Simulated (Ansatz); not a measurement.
# Y2SiO: the cost of one run

Computed with Ansatz 0.2.0 (DFT PBE, scalar-relativistic, plane waves, PAW, unless a step's input says otherwise).

## Step 1: The structure to begin with

It takes space group P-4m2 (No. 115, tetragonal). The conventional cell has a = 3.723 Å, b = 3.723 Å, c = 5.508 Å, α = 90.00°, β = 90.00°, γ = 90.00°. Y (site symmetry 2mm) has 2 O at 2.27 Å and 2 Si at 2.36 Å as nearest neighbours. Around Si (site symmetry -4m2) lie 4 Y at 2.36 Å. Around O (site symmetry -4m2) lie 4 Y at 2.27 Å.

Coordinates:

```
Y Si O
1.0
     3.72346    0.00000    0.00000
     0.00000    3.72346    0.00000
     0.00000    0.00000    5.50774
Y Si O
2 1 1
Direct
  0.00000 0.50000 0.26274
  0.50000 0.00000 0.73726
  0.00000 0.00000 0.00000
  0.50000 0.50000 0.50000
```

A structure generator made this guess: random cell by space group and Wyckoff sites (P-4m2, No. 115). Lengths come from tabulated atomic sizes and are only a guess.

## Step 2: A first look at the guess

Input file input.yaml:

```yaml
crystal:
  lattice:
    - [3.72345943, 0.0, 0.0]
    - [0.0, 3.72345943, 0.0]
    - [0.0, 0.0, 5.50774236]
  atoms:
    - { symbol: "Y", position: [0.0, 0.5, 0.26273778] }
    - { symbol: "Y", position: [0.5, 0.0, 0.73726222] }
    - { symbol: Si, position: [0.0, 0.0, 0.0] }
    - { symbol: O, position: [0.5, 0.5, 0.5] }
basis:
  ecutwfc: 420
kpoints:
  mp_grid: { grid: [6, 6, 4] }
hamiltonian:
  xc: pbe
scf:
  occupations: { method: gaussian, width: 0.1 }
  lower_state_search: "off"
output:
  forces: true
  stress: true
  eigenvalues: true
```

On the command line:

```sh
ansatz run input.yaml --threads 1 --pin off --max-ram 2560MiB --backend cpu --events-out ev --progress --plain --runs-dir out
```

What time and memory should one allow on 1 thread of AMD EPYC (Zen 3), shared host?

About 6.9 s, with a peak of 0.38 GiB.
